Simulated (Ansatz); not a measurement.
**InHCl2 (SMILES [Cl][InH][Cl]): functionals against CCSD(T) at one geometry**

The task here is to estimate one member of a computed series from the others.

Method: single points in def2-TZVPP; program: Ansatz 0.2.0, Gaussian basis.

Correlated methods freeze the cores. Filled d shells of the heavier atoms are correlated. Core potentials replace the inner electrons past krypton, and spin-orbit coupling is left out.

### The starting structure

SMILES `[Cl][InH][Cl]`, 4 atoms, charge 0, spin multiplicity 1.

Atoms are counted from 1 here; the program's logs count them from 0.

Bond lengths: Cl1–In2 2.398 Å, In2–Cl3 2.135 Å, In2–H4 1.598 Å. Angles: Cl1–In2–Cl3 114.8°, Cl1–In2–H4 114.0°, Cl3–In2–H4 129.8°.

As a file:

```xyz
4
charge 0, multiplicity 1
Cl   -1.77730    0.73290   -0.89810
In    0.32040    0.06000    0.04790
Cl    0.64380   -2.04970    0.09650
H     1.09040    1.23000    0.81670
```

Set-up of the first run:

Input file run/in.yaml:

```yaml
crystal:
  periodic: [false, false, false]
  atoms:
    - {symbol: Cl, position_ang: [-1.777300, 0.732900, -0.898100]}
    - {symbol: In, position_ang: [0.320400, 0.060000, 0.047900]}
    - {symbol: Cl, position_ang: [0.643800, -2.049700, 0.096500]}
    - {symbol: H, position_ang: [1.090400, 1.230000, 0.816700]}
basis:
  gaussian: {orbitals: def2-TZVPP}
correlation: {method: ccsd_t}
output: {forces: true}
```

The command line of these runs was not kept.

Among the steps run: CCSD(T)/def2-TZVPP; PBE0-D4/def2-TZVPP; wB97M-V/def2-TZVPP; r2SCAN-D4/def2-TZVPP; PBE-D4/def2-TZVPP; BLYP-D4/def2-TZVPP; HSE06-D4/def2-TZVPP.

One of the session's tables, all rows but one given; the rest of the session is left out.

```
   method  RMS force component (eV/Å)  angle to CCSD(T) forces (°)  dipole (D)
  CCSD(T)                       1.560                    reference        2.82
  PBE0-D4                       1.480                          1.8        2.84
  wB97M-V                       1.501                          0.4        2.86
r2SCAN-D4                           ?                            ?           ?
   PBE-D4                       1.526                          4.9        2.67
  BLYP-D4                       1.636                          9.2        2.65
 HSE06-D4                       1.481                          1.8        2.84
```

**Question.** Estimate the row for r2SCAN-D4.

The run gave: RMS force component (eV/Å): 1.483; angle to CCSD(T) forces (°): 1.4; dipole (D): 2.81. In the column «RMS force component (eV/Å)» it lies between HSE06-D4 (1.481) and wB97M-V (1.501).
